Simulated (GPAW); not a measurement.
ZrSiO:

```
Zr Si O
1.0
     3.31999    0.00000    0.00000
     0.00000    3.31999    0.00000
     0.00000    0.00000    7.35184
Zr Si O
2 2 2
Direct
  0.50000 0.00000 0.30841
  0.00000 0.50000 0.69159
  0.00000 0.00000 0.00000
  0.50000 0.50000 0.00000
  0.50000 0.00000 0.61129
  0.00000 0.50000 0.38871
```

The cell comes from a database or a generator and needn't be the stable form of this composition.

Base run:

| Item | Value |
| --- | --- |
| Program | GPAW 26.7.0 |
| Functional | PBE |
| Potentials or basis | GPAW PAW data sets (gpaw-data 1.2.1) |
| Cutoff | 600 eV |
| Basis | pw |
| k mesh | 7 × 7 × 3 |
| Occupations | fermi-dirac, width 0.05 eV |
| Spin | no spin polarisation |

Its results: band gap on the k mesh none (metal or under the smearing width); pressure -4.4 GPa; largest force 0.188 eV/Å.

The run is repeated on the same cell with these changes: functional from PBE to LDA; potentials or basis from GPAW PAW data sets (gpaw-data 1.2.1) to the program's PAW data sets (release 1.2.1) made for this functional. What comes out?

Band gap on the k mesh none (metal or under the smearing width); pressure -13.8 GPa; largest force 0.542 eV/Å.

Caveats: the cutoff is short for stress and forces, so pressures can be off by a GPa or more.

Not every run made on this cell is shown here.
